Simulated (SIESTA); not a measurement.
## LaPb2 in SIESTA: the effect of dispersion

The system is LaPb2.

```
Pb La
1.0
    -2.06634    2.06634    5.63845
     2.06634   -2.06634    5.63845
     2.06634    2.06634   -5.63845
Pb La
2 1
Cartesian
  0.0000 0.0000 7.7404
  0.0000 0.0000 3.5365
  0.0000 0.0000 0.0000
```

The cell comes from a database or a generator and needn't be the stable form of this composition.

Alike in all runs:

```yaml
Program: SIESTA 5.4.2
Task: single point
Functional: PBE
Potentials_or_basis: PseudoDojo 0.4 standard (PBE files)
Basis: DZP (energy shift 0.003 Ry; two zetas on semicore shells)
Grid_cutoff: 800 Ry
Energy_shift: 0.003 Ry
k_mesh: 9 × 9 × 9
Occupations: fermi-dirac, width 0.05 eV
Spin: no spin polarisation
```

| dispersion | largest force (eV/Å) |
| --- | --- |
| none | 0.15 |
| D3 | ? |
| D3(BJ) | 0.15 |
| D4 | 0.16 |

What does the run with dispersion D3 give?

Largest force 0.08 eV/Å.
